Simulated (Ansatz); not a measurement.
# Mg2C: a single-point run

The task is a single-point run on Mg2C. The structure is shown as the input types it. The cell is built on a prototype (antifluorite) and needn't be the phase found in nature.

Computed with Ansatz 0.2.0 (density functional or hybrid calculation with the settings of its input, plane waves (as first typed), unless a step's input says otherwise).

3 further runs of the same task are left out: 3 that didn't finish.

## Step 1: Starting point

Symmetry: Fm-3m, No. 225, cubic system. The conventional cell has a = 5.422 Å, b = 5.422 Å, c = 5.422 Å, α = 90.00°, β = 90.00°, γ = 90.00°. Around C (site symmetry m-3m) lie 8 Mg at 2.35 Å. Around Mg (site symmetry -43m) lie 4 C at 2.35 Å.

The input asks for a charge of +2 e on the cell.

Coordinates:

```cif
data_structure
_symmetry_space_group_name_H-M 'P 1'
_symmetry_Int_Tables_number 1
_cell_length_a 3.8339
_cell_length_b 3.8339
_cell_length_c 3.8339
_cell_angle_alpha 60.000
_cell_angle_beta 60.000
_cell_angle_gamma 60.000
_cell_volume 39.85
loop_
_atom_site_label
_atom_site_type_symbol
_atom_site_fract_x
_atom_site_fract_y
_atom_site_fract_z
_atom_site_occupancy
C1 C 0.00000 0.00000 0.00000 1
Mg1 Mg 0.25000 0.25000 0.25000 1
Mg2 Mg 0.75000 0.75000 0.75000 1
```

## Step 2: Running it

The input, input.yaml:

```yaml
crystal:
  lattice:
    - [0.0, 2.7109426181, 2.7109426181]
    - [2.7109426181, 0.0, 2.7109426181]
    - [2.7109426181, 2.7109426181, 0.0]
  atoms:
    - { symbol: C, position: [0.0, 0.0, 0.0] }
    - { symbol: Mg, position: [0.25, 0.25, 0.25] }
    - { symbol: Mg, position: [0.75, 0.75, 0.75] }
kpoints:
  mp_grid: { grid: [6, 6, 6] }
hamiltonian:
  xc: r2scan
scf:
  occupations: { method: fixed }
  n_extra_bands: 4
  max_iter: 96
output:
  forces: true
  stress: true
  eigenvalues: true
total_charge: 2
```

Command:

```
$ ansatz run input.yaml --threads 4 --pin off --max-ram 3686MiB --backend cpu --events-out ev --progress --plain --runs-dir out
```

What happens when this is run?

The run converged and reported no error, with warnings (band overlap at count, metallic iterate, unresolved pair at count). It gives a pressure of 49 GPa, which is large; a structure far from rest gives such values too, whatever the setting.

Look at the input: total_charge is 2. With this charge the calculation describes a differently charged system.

To check: delete total_charge (the default then holds).
